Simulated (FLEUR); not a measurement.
**Zr2CN: single point with PBEsol**

Crystal: Zr2CN.

```
CELL_PARAMETERS angstrom
1.64498 0.94973 5.37262
-1.64498 0.94973 5.37262
0.00000 -1.89946 5.37262
ATOMIC_POSITIONS crystal
Zr 0.25093 0.25093 0.25093
Zr 0.74907 0.74907 0.74907
N 0.50000 0.50000 0.50000
C 0.00000 0.00000 0.00000
```

The cell comes from a database or a generator and needn't be the stable form of this composition.

```yaml
Program: FLEUR MaX-R8.1 (later development tree)
Task: single point
Functional: PBEsol
Potentials_or_basis: all-electron
Basis: FLAPW
Kmax: 4.65 1/bohr
k_mesh: 9 × 9 × 9
Occupations: fermi-dirac, width 0.05 eV
Spin: no spin polarisation
```

- Largest force: 0.090 eV/Å
- Band gap on the k mesh: none (metal or under the smearing width)
- Valence electrons inside the program's atomic spheres: Zr 9.49; N 3.84; C 2.53 (radii Zr 2.38, N 1.58, C 1.55 bohr)

Forces in eV/Å, atoms in the order of the input:
```
Zr   0.000  0.000 -0.090
Zr   0.000  0.000  0.090
N    0.000  0.000  0.000
C    0.000  0.000  0.000
```

Levels at points of the mesh, in eV from the Fermi level:
```
           k point  band 14  band 15  band 16  band 17  band 18  band 19  band 20  band 21
(0.00, 0.00, 0.00)    -1.04    -0.84    -0.84     0.16     0.16     0.16     2.01     2.01
```

Core levels (eV from the Fermi level):
```
atom                                                                                                                             levels
1 Zr  1s1/2 -17799.7, 2s1/2 -2461.1, 2p1/2 -2252.8, 2p3/2 -2167.1, 3s1/2 -398.3, 3p1/2 -320.8, 3p3/2 -307.1, 3d3/2 -170.3, 3d5/2 -167.8
2 Zr  1s1/2 -17799.7, 2s1/2 -2461.1, 2p1/2 -2252.8, 2p3/2 -2167.1, 3s1/2 -398.3, 3p1/2 -320.8, 3p3/2 -307.1, 3d3/2 -170.3, 3d5/2 -167.8
 3 N                                                                                                                       1s1/2 -375.5
 4 C                                                                                                                       1s1/2 -263.6
```

It took 9.8 min on 1 thread of Arm Neoverse V2, on a shared host, peak memory 0.11 GiB.
